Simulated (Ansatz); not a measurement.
# CH3O2Sb: the cost of one run

The runs use Ansatz 0.2.0, Gaussian basis; the settings change from run to run.

1 further run of the same task is left out (for a known fault of the program).

### Step 1. The relaxed structure

The geometry comes from an earlier relaxation with PBE0-D4 in a triple-zeta def2 set; it is a stationary point, not always the lowest conformer. Sb takes a core potential in def2 sets; no spin-orbit term is included.

7 atoms, charge 0, spin multiplicity 1.

Atoms are counted from 1 here; the program's logs count them from 0.

Bond lengths: O1–Sb2 1.956 Å, O1–H5 0.961 Å, Sb2–C3 2.117 Å, Sb2–O4 2.017 Å, C3–O4 1.397 Å, C3–H6 1.093 Å, C3–H7 1.091 Å. Angles: Sb2–O1–H5 113.7°, O1–Sb2–C3 100.0°, O1–Sb2–O4 99.6°, C3–Sb2–O4 39.4°, Sb2–C3–O4 66.4°, Sb2–C3–H6 117.0°, Sb2–C3–H7 119.8°, O4–C3–H6 115.7°, O4–C3–H7 115.9°, H6–C3–H7 113.9°, Sb2–O4–C3 74.2°.

### Step 2. r2SCAN0/def2-TZVPP

This run has finite nuclei, the search for lower states set to off.

File in.yaml:

```yaml
crystal:
  periodic: [false, false, false]
  atoms:
    - {symbol: O, position_ang: [-1.671600, 0.709333, -1.024172]}
    - {symbol: Sb, position_ang: [-0.395127, -0.765682, -1.165866]}
    - {symbol: C, position_ang: [0.918365, -0.267735, 0.418524]}
    - {symbol: O, position_ang: [-0.101933, -1.145867, 0.792742]}
    - {symbol: H, position_ang: [-1.462879, 1.335579, -0.325123]}
    - {symbol: H, position_ang: [0.845418, 0.744190, 0.823932]}
    - {symbol: H, position_ang: [1.929055, -0.677818, 0.434161]}
basis:
  gaussian: {orbitals: def2-TZVPP, nuclear_model: gaussian}
hamiltonian: {xc: {name: r2SCAN0}}
scf: {lower_state_search: off}
output: {forces: true}
```

On the command line:

```sh
ansatz run in.yaml --threads 2 --pin off --events-out ev --progress --plain --max-ram 4352MiB
```

**Question.** How long does this run take on 2 threads of Arm Neoverse V1, shared host, and how much memory does it need?

About 5.5 s, with a peak of 0.39 GiB.
